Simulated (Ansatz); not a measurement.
# LaNi2Ge2: the cost of one run

Program: Ansatz 0.2.0. Level of theory: DFT r2SCAN, scalar-relativistic, plane waves, PAW. These are calculated values, not measurements.

1 further run of the same task is left out (it didn't finish).

## 1. Starting point

It takes space group I4/mmm (No. 139, tetragonal). Conventional cell: a = 4.184 Å, b = 4.184 Å, c = 9.901 Å, α = 90.00°, β = 90.00°, γ = 90.00°. La (site symmetry 4/mmm) is surrounded by 8 Ni at 3.24 Å and 10 Ge at 3.25 to 3.60 Å. Around Ni (site symmetry -4m2) lie 4 Ge at 2.37 Å. Ge (site symmetry 4mm) is surrounded by 4 Ni at 2.37 Å and 1 Ge at 2.70 Å.

Structure file:

```cif
data_structure
_symmetry_space_group_name_H-M 'P 1'
_symmetry_Int_Tables_number 1
_cell_length_a 5.7670
_cell_length_b 5.7670
_cell_length_c 5.7670
_cell_angle_alpha 137.465
_cell_angle_beta 137.465
_cell_angle_gamma 61.723
_cell_volume 86.65
loop_
_atom_site_label
_atom_site_type_symbol
_atom_site_fract_x
_atom_site_fract_y
_atom_site_fract_z
_atom_site_occupancy
La1 La 0.00000 0.00000 0.00000 1
Ni1 Ni 0.75000 0.25000 0.50000 1
Ni2 Ni 0.25000 0.75000 0.50000 1
Ge1 Ge 0.36360 0.36360 0.00000 1
Ge2 Ge 0.63640 0.63640 0.00000 1
```

## 2. Relaxing cell and atoms: LaNi2Ge2, no spin

Input file input.yaml:

```yaml
crystal:
  lattice:
    - [-2.091806, 2.091806, 4.950458]
    - [2.091806, -2.091806, 4.950458]
    - [2.091806, 2.091806, -4.950458]
  atoms:
    - { symbol: La, position: [0.0, 0.0, 0.0] }
    - { symbol: Ni, position: [0.75, 0.25, 0.5] }
    - { symbol: Ni, position: [0.25, 0.75, 0.5] }
    - { symbol: Ge, position: [0.363595, 0.363595, 0.0] }
    - { symbol: Ge, position: [0.636405, 0.636405, 0.0] }
scf:
  occupations: { method: fermi_dirac, width: 0.05 }
output:
  forces: true
  stress: true
  eigenvalues: true
  write_density: true
  write_potential: true
  elf: true
  volumetric_format: npy
hamiltonian:
  xc: r2scan
relax:
  f_tol: 0.0005
  max_steps: 60
  cell: { stress_tol: 0.01 }
kpoints:
  mp_grid: { grid: [14, 14, 14] }
```

The run is started by

```bash
ansatz run input.yaml --threads 8 --pin off --max-ram 16384MiB --backend cpu --events-out ev --progress --plain --runs-dir out
```

**Question.** How long does this run take on 8 threads of Intel Xeon Platinum 8259CL at 2.50GHz (Skylake/Cascade Lake), shared host, and how much memory does it need?

About 2.4 min, with a peak of 1.7 GiB.
